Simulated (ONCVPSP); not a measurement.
**An ONCV potential for Ar, from input to tests**

Aim: build the potential from the settings below, then test how well it stands in for the atom: other configurations, scattering, ghost states and the plane-wave cutoff that it needs.

Method: ONCVPSP 4.0.1, PBEsol, non-relativistic.

## 1. Settings

The settings as typed:

| Property | Result |
| --- | --- |
| element | argon (Ar, Z = 18) |
| type | optimised norm-conserving Vanderbilt (ONCV) |
| frozen core | [He] |
| valence charge | 16 |
| reference configuration | 2s2 2p6 3s2 3p5.5 (charge +0.5) |
| partial waves | 2s+3s: rc 0.70 bohr, ncon 4, nbas 7, qcut 15 1/bohr, 2 projectors; 2p+3p: rc 0.65 bohr, ncon 4, nbas 7, qcut 24.1 1/bohr, 2 projectors |
| local potential | polynomial inside 0.45 bohr (lpopt 5, dvloc0 3 Ha) |
| core correction | Teter function, fcfact 2.25, rcfact 1.35 |

## 2. The generation run

Input file Ar.dat:

```
# ATOM AND REFERENCE CONFIGURATION
# atsym  z   nc   nv     iexc    psfile
  Ar 18.00    1    4  -116133      upf
#
#   n    l    f
    1    0    2.00
    2    0    2.00
    2    1    6.00
    3    0    2.00
    3    1    5.50
#
# PSEUDOPOTENTIAL AND OPTIMIZATION
# lmax
    1
#
#   l,   rc,      ep,       ncon, nbas, qcut
    0    0.70    0.00    4    7   15.00
    1    0.65    0.00    4    7   24.10
#
# LOCAL POTENTIAL
# lloc, lpopt,  rc(5),   dvloc0
    4    5    0.45    3.00
#
# VANDERBILT-KLEINMAN-BYLANDER PROJECTORs
# l, nproj, debl
    0    2    4.00
    1    2    3.30
#
# MODEL CORE CHARGE
# icmod, fcfact, rcfact
    3    2.25    1.35
#
# LOG DERIVATIVE ANALYSIS
# epsh1, epsh2, depsh
  -12.00    5.00    0.04
#
# OUTPUT GRID
# rlmax, drl
    6.00    0.01
#
# TEST CONFIGURATIONS
# ncnf
    4
# nvcnf
#   n    l    f
    4
    2    0    2.00
    2    1    6.00
    3    0    2.00
    3    1    6.00
#
    4
    2    0    2.00
    2    1    6.00
    3    0    2.00
    3    1    5.00
#
    4
    2    0    2.00
    2    1    6.00
    3    0    2.00
    3    1    4.00
#
    4
    2    0    2.00
    2    1    5.00
    3    0    2.00
    3    1    6.00
#
```

On the command line:

```sh
$ oncvpspnr.x < Ar.dat > Ar.out
```

What does the calculation give? Wanted: cutoffs for 1 and 0.1 mHa per electron, occupied waves; bound ghosts; GHOST(+) flags; largest test error; largest phase difference near zero energy, channels read; rms error of d²Exc/dn², without and with the model core.

As calculated:

| quantity | value |
| --- | --- |
| cutoffs for 1 and 0.1 mHa per electron, occupied waves | 215 Ha and 243 Ha |
| bound ghosts | none found |
| GHOST(+) flags | none at low energy |
| largest test error (AE − PS) | +547 meV, for 2s2 2p5 3s2 3p6 |
| largest phase difference near zero energy, channels read | 0.000 rad |
| rms error of d²Exc/dn², without and with the model core | 2.82 and 2.74 mHa |

In words: By total energies transferability is fair for so large an energy: the largest error is 547 meV on 242.9 eV, for 2s2 2p5 3s2 3p6. That test lies far up in energy; among those under 40 eV, nearer to bonding, the largest error is 1.5 meV. The potential is very hard: the looser tolerance needs 215 Ha. It is free of bound ghosts as far as tested. Near zero energy the phases of the channels with partial waves agree within 0.001 rad.
